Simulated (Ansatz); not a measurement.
Working through a convergence test of the plane-wave cutoff of YCo3B2, space group P6/mmm

Program: Ansatz 0.2.0 through its Python package.

Interactive session:
```pycon
>>> import ansatz
>>> import pandas as pd
>>> lattice = ansatz.Lattice.of(
...     [5.033, 0.0, 0.0],
...     [-2.5165, 4.35871, 0.0],
...     [0.0, 0.0, 3.038],
... )
>>> sites = [
...     ("Y", [0.0, 0.0, 0.0]),
...     ("Co", [0.5, 0.0, 0.5]),
...     ("Co", [0.5, 0.5, 0.5]),
...     ("Co", [0.0, 0.5, 0.5]),
...     ("B", [1 / 3, 2 / 3, 0.0]),
...     ("B", [2 / 3, 1 / 3, 0.0]),
... ]
>>> crystal = ansatz.Crystal(lattice=lattice)
>>> for symbol, position in sites:
...     crystal = crystal.atom(symbol, position)
...
>>> crystal = crystal.moments(Co=2.5)
>>> crystal.resolved().sites[-1]
Site(symbol='B', position=(0.6666666666666666, 0.3333333333333333, 0.0), moment=None, axis=None, held=None, saved=None)
>>> calculation = crystal.calculation()
>>> calculation = calculation.kpoints(5, 5, 8, shift=0.5)
>>> calculation = calculation.occupations("Gaussian", width=200 * ansatz.meV)
>>> calculation = calculation.functional("pbesol")
>>> calculation = calculation.spin("collinear")
>>> calculation = calculation.scf(max_iterations=80, extra_bands=6, lower_state_search="standard")
>>> calculation = calculation.forces()
>>> calculation = calculation.stress()
>>> rows = []
>>> for value in [300, 375, 450, 525, 600]:
...     rep = calculation.basis(value).run(threads=1).report
...     rows.append((value, rep["free_energy_ev"] / len(rep["lattice"]["sites"]), rep["n_iterations"], sum(rep["stress_gpa"][i][i] for i in range(3)) / 3, max(abs(f) for row in rep["forces_ev_ang"] for f in row), rep["magnetization_mub"], rep["n_pw"]))
...
DeckWarning: basis.ecutwfc = 300 eV is below the records' recommended 420 eV, and the density's cutoff is lower with it unless basis.ecutrho_ratio is high enough to keep the records' density cutoff: compare with a run at a higher cutoff
DeckWarning: crystal.symmetry: narrowed to the stabiliser of the k-point mesh — unitary ops 24 → 8; excluded 16 operations that carry a point of the 5×5×8 mesh (shift [0.5, 0.5, 0.5]) off the mesh [...]
DeckWarning: the band count 40 (scf.n_extra_bands) hosts the net moment |M| = 7.5000 μB (N_el = 68) but caps the reachable moment at 2·n_bands − N_el = 12.0000 μB, below the 46 bands that the [...]
RunWarning: the starting moments were not kept: the SCF closed with an absolute magnetisation of 1.7e-5 μB, where they sum to 7.5 μB in size (3 sites). That is at most 0.1 of that sum. Measured as [...]
DeckWarning: basis.ecutwfc = 375 eV is below the records' recommended 420 eV, and the density's cutoff is lower with it unless basis.ecutrho_ratio is high enough to keep the records' density cutoff: compare with a run at a higher cutoff
>>> table = pd.DataFrame(rows, columns=["cutoff (eV)", "F/atom (eV)", "iterations", "P (GPa)", "max component (eV/A)", "moment (muB)", "plane waves"])
>>> table.round(5)
   cutoff (eV)  F/atom (eV)  iterations   P (GPa)  max component (eV/A)  moment (muB)  plane waves
0          300  -3230.10997          14  -9.04447               0.00063      -0.00001          783
1          375  -3230.43241          16 -10.64345               0.00156       0.00001         1119
2          450  -3230.44034          19 -10.71802               0.00158       0.00000         1421
3          525  -3230.44106          16 -10.72156               0.00156      -0.00001         1823
4          600  -3230.44132          15 -10.72500               0.00156      -0.00001         2215
>>> # differences from the last row
>>> for row in rows[:-1]:
...     shift = 1000 * (row[1] - rows[-1][1])
...     print(f"{row[0]}: {shift:+.2f} meV/atom" + ("  (within 5 meV)" if abs(shift) < 5 else ""))
...
300: +331.35 meV/atom
375: +8.92 meV/atom
450: +0.99 meV/atom  (within 5 meV)
525: +0.27 meV/atom  (within 5 meV)
```

From 450 eV on it stays within 5 meV an atom of the value at 600 eV; the first row (300 eV) is off by 331.3 meV and the last but one by 0.27 meV. The energy falls steadily, as expected when plane waves are added. The pressure moves from -9.04 to -10.72 GPa (the program's stress holds a Pulay correction, so it settles early). The last run costs about 2.7 times the first.

Caveats:
- The SCF didn't keep the moments it started from (some shrank, vanished or turned); what is printed is the state reached.
- The mesh is modest for a metal, so energies can be off by several to tens of meV an atom and pressures by half a GPa or more; differences at equal mesh fare better.
- The overall sign of a collinear moment is arbitrary, and semilocal functionals can give small moments to compounds that are paramagnetic.
- The free energy holds a sizeable smearing term, which stands for no physical temperature.
- Pressure is positive in compression.
- The starting cell is as deposited in a crystallographic database; the results hold for this polymorph, which needn't be the stable one.
- Warnings are shown shortened and without file and line.
- Shifts are counted from the last row, which is itself no proven limit.
- Timing: 4.8 min on 1 thread of Arm Neoverse V2, on a shared host, peak memory 0.71 GiB.
